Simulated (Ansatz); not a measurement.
# SnGeTe3: what a guessed cell relaxes into

Aim: relax a trial structure of SnGeTe3 and see where it ends.

Program: Ansatz 0.2.0. Level of theory: DFT PBE, scalar-relativistic, plane waves, PAW. These are calculated values, not measurements.

### Step 1. The starting structure

It takes space group P4mm (No. 99, tetragonal). Conventional cell: a = 5.179 Å, b = 5.179 Å, c = 5.172 Å, α = 90.00°, β = 90.00°, γ = 90.00°. Sn (site symmetry 4mm) has 12 Te at 3.62 to 3.70 Å in its first shell of neighbours. Ge (site symmetry 4mm) has 6 Te at 2.59 Å in its first shell of neighbours. Te (site symmetry 2mm) is surrounded by 2 Ge at 2.59 Å and 4 Sn at 3.62 to 3.70 Å. Te (site symmetry 4mm) is surrounded by 2 Ge at 2.59 Å and 4 Sn at 3.66 Å.

Coordinates:

```cif
data_structure
_symmetry_space_group_name_H-M 'P 1'
_symmetry_Int_Tables_number 1
_cell_length_a 5.1794
_cell_length_b 5.1794
_cell_length_c 5.1718
_cell_angle_alpha 90.000
_cell_angle_beta 90.000
_cell_angle_gamma 90.000
_cell_volume 138.74
loop_
_atom_site_label
_atom_site_type_symbol
_atom_site_fract_x
_atom_site_fract_y
_atom_site_fract_z
_atom_site_occupancy
Sn1 Sn 0.00000 0.00000 0.99676 1
Ge1 Ge 0.50000 0.50000 0.48507 1
Te1 Te 0.50000 0.00000 0.48536 1
Te2 Te 0.50000 0.50000 0.98504 1
Te3 Te 0.00000 0.50000 0.48536 1
```

Recipe of the guess: species swapped into a database cell of KCrCl3 (P4mm, No. 99), with Sn on the K sites, Ge on the Cr sites and Te on the Cl sites. Its size is a rough estimate.

### Step 2. A first look at the guess

input.yaml

```yaml
crystal:
  lattice:
    - [5.17938307, 0.0, 0.0]
    - [0.0, 5.17938307, 0.0]
    - [0.0, 0.0, 5.17178326]
  atoms:
    - { symbol: Sn, position: [0.0, 0.0, 0.99675798] }
    - { symbol: Ge, position: [0.5, 0.5, 0.48506999] }
    - { symbol: Te, position: [0.5, 0.0, 0.485365] }
    - { symbol: Te, position: [0.5, 0.5, 0.98504198] }
    - { symbol: Te, position: [0.0, 0.5, 0.485365] }
basis:
  ecutwfc: 420
kpoints:
  mp_grid: { grid: [4, 4, 4] }
hamiltonian:
  xc: pbe
scf:
  occupations: { method: gaussian, width: 0.1 }
  lower_state_search: "off"
output:
  forces: true
  stress: true
  eigenvalues: true
```

Run with:

```sh
$ ansatz run input.yaml --threads 1 --pin off --max-ram 2560MiB --backend cpu --events-out ev --progress --plain --runs-dir out
```

Further runs follow: coarse relaxation; final relaxation.

What does the calculation give? Wanted: conventional cell; volume; energy over the elements, grey Sn; gap on the mesh.

The runs gave:

| quantity | value |
| --- | --- |
| symmetry at the end (tolerance 0.05 Å) | space group P4mm (No. 99) |
| conventional cell | a = 5.203 Å, b = 5.203 Å, c = 6.492 Å, α = 90.00°, β = 90.00°, γ = 90.00° |
| volume | 35.15 Å³/atom |
| energy over the elements, grey Sn | +0.05 eV/atom |
| gap on the mesh | none (metal) |

**Reading.** The space group P4mm (No. 99) is kept, and the volume per atom grows by 26.7 % from the first guess. The formation energy is positive, so the separate elements lie lower. No finished test with a distortion of lower symmetry is shown, so the end may be a saddle point. The runs treat Te without spin-orbit coupling.
